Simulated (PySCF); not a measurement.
# InEt2(NCO): geometry, NMR shifts and electronic excitations

Wanted: the NMR shifts and electronic excitations of InEt2(NCO) (`C[CH2][In]([CH2]C)[N]=C=O`), by calculation.

The runs use PySCF 2.14.0, with density-fitted response routines of our own; the level of theory stands in each step. All values are computed, except where a source is named. Atoms are numbered from 0 throughout.

## Step 1: The molecule as given

18 atoms, charge 0, multiplicity 1; geometry from: GFN2-xTB. The atoms were then displaced at random by about 0.03 Å, so the start is not that level's minimum.

Bonds of the start (Å): In0–C1 2.19, In0–C8 2.40, In0–N15 2.01, C1–C2 1.49, C1–H3 1.17, C1–H4 1.12, C2–H5 1.14, C2–H6 1.10, C2–H7 1.02, C8–C9 1.54, C8–H10 1.06, C8–H11 1.05, C9–H12 1.17, C9–H13 1.08, C9–H14 1.12, N15–C16 1.19, C16–O17 1.20.

## Step 2: Geometry optimisation at PBE0-D3(BJ)/def2-SVP

Job settings and geometry (Å):

```
{"job": {"xc": "PBE0", "basis": "def2-SVP", "d3": "d3bj", "grid": 1, "maxiter": 40, "shake": 0.03, "kind": "geom"}, "charge": 0, "multiplicity": 1}
In     0.137830    -0.006790    -0.038440
C      2.290320    -0.429460     0.015230
C      2.649940    -0.963190     1.356600
H      2.946950     0.507530    -0.230930
H      2.472010    -1.175660    -0.793310
H      3.758160    -1.208800     1.376780
H      2.575620    -0.219400     2.166170
H      2.180570    -1.833440     1.612650
C     -1.363100     1.859480     0.025090
C     -2.333270     1.745170    -1.168260
H     -0.780010     2.741910    -0.044930
H     -1.868450     1.807150     0.941280
H     -3.152360     2.582110    -1.168560
H     -1.850940     1.850030    -2.130300
H     -2.864710     0.764250    -1.182390
N     -1.037490    -1.628270    -0.160040
C     -1.604570    -2.673300    -0.236390
O     -2.212840    -3.702350    -0.262500
```

Run with:

```console
> OMP_NUM_THREADS=1 python probes_run.py task.json out
```

This one command runs all jobs of the session in turn.

**Question.** This job is followed by: GIAO PBE0/pcSseg-1 In:def2-TZVP NMR shielding, non-relativistic, gas phase; TDDFT CAM-B3LYP/def2-SVPD, vertical, gas phase, core orbitals frozen in the response; GIAO KT2/pcSseg-1 In:def2-TZVP NMR shielding, non-relativistic, gas phase. What will the session give for the following? point group; rotational constants (main isotopes); ¹³C shifts against TMS (PBE0/def2-TZVP+pcSseg-1, means over atoms taken as alike); ¹H shifts against TMS (PBE0/def2-TZVP+pcSseg-1, means over atoms taken as alike); ¹⁵N shifts against NH3 (PBE0/def2-TZVP+pcSseg-1); ¹⁷O shifts against H2O (PBE0/def2-TZVP+pcSseg-1); surface potential, 1st and 99th percentile; lowest singlet (CAM-B3LYP/def2-SVPD); brightest single state of those computed; lowest triplet; range of the shift of C16.

**Answer**, as computed:

```
                                                                         quantity                        value
                                                                      point group                           C1
                                             rotational constants (main isotopes)         1.23, 1.08, 0.58 GHz
¹³C shifts against TMS (PBE0/def2-TZVP+pcSseg-1, means over atoms taken as alike)        132.3, 13.8, 12.5 ppm
 ¹H shifts against TMS (PBE0/def2-TZVP+pcSseg-1, means over atoms taken as alike)               1.39, 0.90 ppm
                                 ¹⁵N shifts against NH3 (PBE0/def2-TZVP+pcSseg-1)                     65.3 ppm
                                 ¹⁷O shifts against H2O (PBE0/def2-TZVP+pcSseg-1)                    127.3 ppm
                                            surface potential, 1st and 99th percentile           -1.74 V and 2.66 V
                                             lowest singlet (CAM-B3LYP/def2-SVPD)  4.60 eV (269 nm), f = 0.000
                                         brightest single state of those computed  state 4, 5.87 eV, f = 0.241
                                                                   lowest triplet                      4.41 eV
                                                        range of the shift of C16           123.5 to 132.3 ppm
```

The start was shaken at random, so part of the energy gained undoes that. Over 28 steps the energy fell by 0.811 eV; of the close pairs, In0–C8 changed most, 2.396 to 2.161 Å. No frequency check was run at this level, so the end point may be a saddle. At PBE0/def2-TZVP+pcSseg-1: Shielding is most anisotropic at C16 (span 342 ppm, paramagnetic term -210 ppm). At PBE0/def2-TZVP+pcSseg-1, counted by nearest atom on the grid, the HOMO lies on N15 20 %; C1, C8 about 17 % each, the LUMO on In0 53 %; N15 7 %. The first singlet state (HOMO→LUMO 0.97) lies at 4.60 eV and is dark; of the 10 states computed, the strongest absorption comes from state 4 at 5.87 eV. The lowest triplet lies 0.20 eV below the lowest singlet (triplets in Tamm-Dancoff, singlets in full TDDFT). Spin-orbit coupling, left out, mixes singlets and triplets in elements this heavy. Across the 2 runs the shift of C16 moves most, between 123.5 (KT2/def2-TZVP+pcSseg-1) and 132.3 ppm (PBE0/def2-TZVP+pcSseg-1). Spin-orbit coupling is left out, which matters for shieldings and couplings at and beside the heavy atoms.
